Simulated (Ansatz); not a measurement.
# SnH2: the cost of one run

Program: Ansatz 0.2.0. Level of theory: DFT PBE, scalar-relativistic, plane waves, PAW. These are calculated values, not measurements.

**1. The starting structure**

The structure is cubic, space group Fm-3m (No. 225). The conventional cell has a = 8.218 Å, b = 8.218 Å, c = 8.218 Å, α = 90.00°, β = 90.00°, γ = 90.00°. Sn (site symmetry m-3m) has 12 H at 2.91 Å as nearest neighbours. Around Sn (site symmetry -43m) lie 6 H at 2.05 Å. H (site symmetry mmm) has 4 Sn at 2.05 to 2.91 Å as nearest neighbours.

As a file:

```cif
data_structure
_symmetry_space_group_name_H-M 'P 1'
_symmetry_Int_Tables_number 1
_cell_length_a 5.8113
_cell_length_b 5.8113
_cell_length_c 5.8113
_cell_angle_alpha 60.000
_cell_angle_beta 60.000
_cell_angle_gamma 60.000
_cell_volume 138.77
loop_
_atom_site_label
_atom_site_type_symbol
_atom_site_fract_x
_atom_site_fract_y
_atom_site_fract_z
_atom_site_occupancy
Sn1 Sn 0.00000 0.00000 0.00000 1
Sn2 Sn 0.75000 0.75000 0.75000 1
Sn3 Sn 0.25000 0.25000 0.25000 1
H1 H 0.50000 0.00000 0.00000 1
H2 H 0.00000 0.50000 0.00000 1
H3 H 0.00000 0.00000 0.50000 1
H4 H 0.00000 0.50000 0.50000 1
H5 H 0.50000 0.00000 0.50000 1
H6 H 0.50000 0.50000 0.00000 1
```

The cell was relaxed beforehand at this level, from an invented guess; it needn't be the stable form of this composition. At a tolerance of 0.05 Å it has space group Fm-3m (No. 225); it has 15.42 Å³/atom, an uncorrected energy of +0.52 eV/atom over the elements.

**2. Bands, states and charges**

Contents of input.yaml:

```yaml
crystal:
  lattice:
    - [0.0, 4.109195606, 4.109195606]
    - [4.109195606, 0.0, 4.109195606]
    - [4.109195606, 4.109195606, 0.0]
  atoms:
    - { symbol: Sn, position: [0.0, 0.0, 0.0] }
    - { symbol: Sn, position: [0.75, 0.75, 0.75] }
    - { symbol: Sn, position: [0.25, 0.25, 0.25] }
    - { symbol: H, position: [0.5, 0.0, 0.0] }
    - { symbol: H, position: [0.0, 0.5, 0.0] }
    - { symbol: H, position: [0.0, 0.0, 0.5] }
    - { symbol: H, position: [0.0, 0.5, 0.5] }
    - { symbol: H, position: [0.5, 0.0, 0.5] }
    - { symbol: H, position: [0.5, 0.5, 0.0] }
basis:
  ecutwfc: 420
kpoints:
  mp_grid: { grid: [8, 8, 8] }
  band_path:
    path:
      - [[0.0, 0.0, 0.0], [0.5, 0.0, 0.5], [0.625, 0.25, 0.625]]
      - [[0.375, 0.375, 0.75], [0.0, 0.0, 0.0], [0.5, 0.5, 0.5], [0.5, 0.25, 0.75], [0.5, 0.0, 0.5]]
    npoints: 14
hamiltonian:
  xc: pbe
scf:
  occupations: { method: gaussian, width: 0.1 }
  n_extra_bands: 22
output:
  forces: true
  stress: true
  eigenvalues: true
  populations: true
  dos: { projected: true, de: 0.02, nscf_kmesh: { grid: [10, 10, 10] } }
  bader: true
  write_density: true
  write_potential: true
  elf: true
  volumetric_format: npy
```

On the command line:

```sh
$ ansatz run input.yaml --threads 1 --pin off --max-ram 2048MiB --backend cpu --events-out ev --progress --plain --runs-dir out
```

**Question.** How long does this run take on 1 thread of Intel Xeon Platinum 8259CL at 2.50GHz (Skylake/Cascade Lake), shared host, and how much memory does it need?

About 2.6 min, with a peak of 0.62 GiB.
